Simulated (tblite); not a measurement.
# C6H14BP: the cost of one run

Programs: tblite 0.8.0 and PySCF 2.14.0, with density-fitted response routines of our own. Each step states its level of theory. These are calculated values for one molecule in the gas phase, unless marked as measured. Atoms count from 0, in the outputs and in this text.

## (1) The molecule as given

22 atoms, charge 0, multiplicity 1; geometry from: force field or distance geometry start.

Bonds of the start (Å): B0–P1 1.87, P1–C2 1.76, P1–C3 1.82, C3–C4 1.33, C4–C5 1.51, C4–C6 1.46, C6–C7 1.51, C7–P1 1.87, B0–H8 1.20, B0–H9 1.21, B0–H10 1.19, C2–H11 1.10, C2–H12 1.10, C2–H13 1.10, C3–H14 1.07, C5–H15 1.09, C5–H16 1.10, C5–H17 1.12, C6–H18 1.14, C6–H19 1.12, C7–H20 1.09, C7–H21 1.10.

## (2) Relaxing the molecule with GFN2-xTB

The job: settings as JSON, then the geometry in Å.

```
{"job": {"kind": "relax", "xc": "GFN2-xTB", "basis": "xTB"}, "charge": 0, "multiplicity": 1}
B     -1.642800    -1.622200     0.340500
P     -1.067200     0.135700     0.056500
C     -2.325200     1.354700    -0.131000
C      0.224500     0.224500    -1.225800
C      1.364200    -0.003600    -0.588700
C      2.676400    -0.009000    -1.335600
C      1.268300    -0.254200     0.842300
C      0.126900     0.543500     1.431500
H     -0.987600    -2.192100     1.165700
H     -2.785200    -1.598500     0.742700
H     -1.606300    -2.294900    -0.646000
H     -2.000900     2.291900     0.337000
H     -2.475000     1.557300    -1.205500
H     -3.297200     0.987500     0.228700
H      0.075700     0.417500    -2.271800
H      3.125700    -1.002800    -1.374400
H      2.610800     0.499800    -2.304500
H      3.354500     0.621900    -0.700400
H      0.966400    -1.333000     1.036700
H      2.230300    -0.054600     1.384500
H      0.397400     1.603500     1.426500
H     -0.244200     0.146200     2.389600
```

The run is started by

```console
OMP_NUM_THREADS=1 python probes_run.py task.json out
```

This one command runs all jobs of the session in turn.

Q: Estimate the wall time of this first job on 1 thread of Arm Neoverse V2, shared host.

About 1 s.
